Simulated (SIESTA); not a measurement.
Runs of SIESTA 5.4.2 on As2Se. Symmetry: I4_1/amd, No. 141, tetragonal system. Conventional cell: a = 7.059 Å, b = 7.059 Å, c = 5.307 Å, α = 90.00°, β = 90.00°, γ = 90.00°. Around Se (site symmetry -4m2) lie 4 As at 2.66 Å. Around As (site symmetry 2/m) lie 2 Se at 2.66 Å and 4 As at 2.83 Å. The cell comes from a database or a generator and needn't be the stable form of this composition.

```csv
task,level,potentials or basis,cell,k mesh,mesh quality,gap on the mesh (eV),pressure (GPa),V0 of scaled cells (Å³/atom),B0 (GPa)
equation of state,LDA,"PseudoDojo 0.4 standard (LDA files), DZP (energy shift 0.003 Ry; two zetas on semicore shells)",as given,4 × 4 × 4,coarse,-,-,21.30,(b)
band structure,LDA,"PseudoDojo 0.4 standard (LDA files), DZP (energy shift 0.003 Ry; two zetas on semicore shells)",as given,6 × 6 × 6,not flagged,none,-2.4,-,-
single point,PBE,"PseudoDojo 0.4 standard (PBE files), DZP (energy shift 0.003 Ry; two zetas on semicore shells)",as given,6 × 6 × 6,not flagged,none,2.6,-,-
equation of state,PBE,"PseudoDojo 0.4 standard (PBE files), DZP (energy shift 0.003 Ry; two zetas on semicore shells)",as given,6 × 6 × 6,not flagged,-,-,(a),71
single point,PBE,"PseudoDojo 0.4 standard (PBE files), DZP (energy shift 0.003 Ry; two zetas on semicore shells)","atoms moved at random, drawn with an rms of 0.05 Å",6 × 6 × 6,not flagged,none,2.8,-,-
band structure,PBE,"PseudoDojo 0.4 standard (PBE files), DZP (energy shift 0.003 Ry; two zetas on semicore shells)",as given,6 × 6 × 6,not flagged,none,2.6,-,-
```

Alike in all rows: no spin polarisation; smearing fermi-dirac 0.05 eV; grid cutoff 500 Ry; energy shift 0.003 Ry.

**Question.** Fill in the values left out.

**Answer.** (a) 22.80; (b) 82.

Caveats: some runs use coarse meshes; the basis of atomic orbitals isn't converged, which shifts pressures, moduli and gaps; the cell was scaled at fixed shape and fractional positions, which overstates the stiffness of a crystal with free parameters, most of all of layers and chains (some runs).

A k mesh can miss the band edges, and the runs leave out spin-orbit coupling on As, Se.

A gap of «none» marks a metal or a gap under the smearing width.
